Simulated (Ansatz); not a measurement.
Crystal: Hf2Pd2Se2Br2O3.

```
Hf Pd Se Br O
1.0
     5.75899    0.00000    0.00000
    -2.87949    4.98743    0.00000
     0.00000    0.00000    8.52547
Hf Pd Se Br O
2 2 2 2 3
Direct
  0.33333 0.66667 0.54201
  0.66667 0.33333 0.54201
  0.33333 0.66667 0.12880
  0.66667 0.33333 0.12880
  0.33333 0.66667 0.85572
  0.66667 0.33333 0.85572
  0.00000 0.00000 0.13895
  0.00000 0.00000 0.65384
  0.50000 0.00000 0.42963
  0.00000 0.50000 0.42963
  0.50000 0.50000 0.42963
```

The cell was built by a generator and needn't be a form met in nature.

| Quantity | Value |
| --- | --- |
| Program | Ansatz 0.2.0 |
| Task | relaxation of cell and atoms |
| Functional | BLYP |
| Potentials or basis | Ansatz PAW |
| Cutoff | 420 eV (not typed: the program's choice for these potentials) |
| k mesh | 4 × 4 × 3 |
| Occupations | fermi-dirac, width 0.05 eV |
| Spin | no spin polarisation |

At the start: volume 22.26 Å³/atom.

Task: Where does the relaxation end?

Result: It ends after 32 steps and the volume is 32.77 Å³/atom (+47.2 %); space group P6mm (No. 183, to 0.05 Å).

Step by step:
```tsv
step	energy change (eV)	largest force (eV/Å)	volume (Å³)
1	0.0000	0.2705	244.87
2	-0.1719	0.2729	265.83
3	-0.1896	0.3486	272.19
4	-0.1951	0.0904	274.32
5	-0.1954	0.0192	276.05
6	-0.1949	0.0182	276.78
7	-0.1947	0.0024	276.99
8	-0.2652	0.0022	276.99
9	-0.2740	0.0132	286.93
10	-0.2604	0.1092	301.52
11	-0.2631	0.0442	301.16
12	-0.2649	0.0047	300.69
13	-0.3113	0.0075	300.69
14	-0.3118	0.0492	310.00
15	-0.2968	0.0536	322.86
16	-0.3006	0.0558	321.34
17	-0.3033	0.0030	319.81
18	-0.3354	0.0033	319.81
19	-0.3331	0.0048	328.48
20	-0.3180	0.0448	340.85
21	-0.3265	0.0136	335.81
22	-0.3257	0.0054	336.45
23	-0.3504	0.0070	336.45
24	-0.3456	0.0251	345.47
25	-0.3390	0.0118	351.51
26	-0.3399	0.0076	350.83
27	-0.3409	0.0034	350.10
28	-0.3583	0.0046	350.10
29	-0.3544	0.0139	356.33
30	-0.3494	0.0098	361.40
31	-0.3505	0.0017	360.44
32	-0.3623	0.0018	360.44
```

Final structure:
```yaml
crystal:
  lattice:
    - [5.99926, 0.00000, 0.00000]
    - [-2.99963, 5.19552, 0.00000]
    - [0.00000, 0.00000, 11.56396]
  atoms:
    - { symbol: Hf, position: [0.33333, 0.66667, 0.58221] }
    - { symbol: Hf, position: [0.66667, 0.33333, 0.58221] }
    - { symbol: Pd, position: [0.33333, 0.66667, 0.02338] }
    - { symbol: Pd, position: [0.66667, 0.33333, 0.02338] }
    - { symbol: Se, position: [0.33333, 0.66667, 0.82003] }
    - { symbol: Se, position: [0.66667, 0.33333, 0.82003] }
    - { symbol: Br, position: [0.00000, 0.00000, 0.07397] }
    - { symbol: Br, position: [0.00000, 0.00000, 0.67575] }
    - { symbol: O, position: [0.50000, 0.00000, 0.51126] }
    - { symbol: O, position: [0.00000, 0.50000, 0.51126] }
    - { symbol: O, position: [0.50000, 0.50000, 0.51126] }
```

Caveat: the volume moved by over 15 % at a fixed basis, so the end points are rough; the plane-wave basis is chosen anew once the cell has moved, so the energies of steps on either side of that aren't comparable; this functional lacks dispersion, which binds the layers, so the pressure and a relaxed spacing across them are unreliable, and here the layers came unbound; the PAW data sets come from PBE, with cores solved anew for the run's functional, which leaves a small shift of forces and pressure.
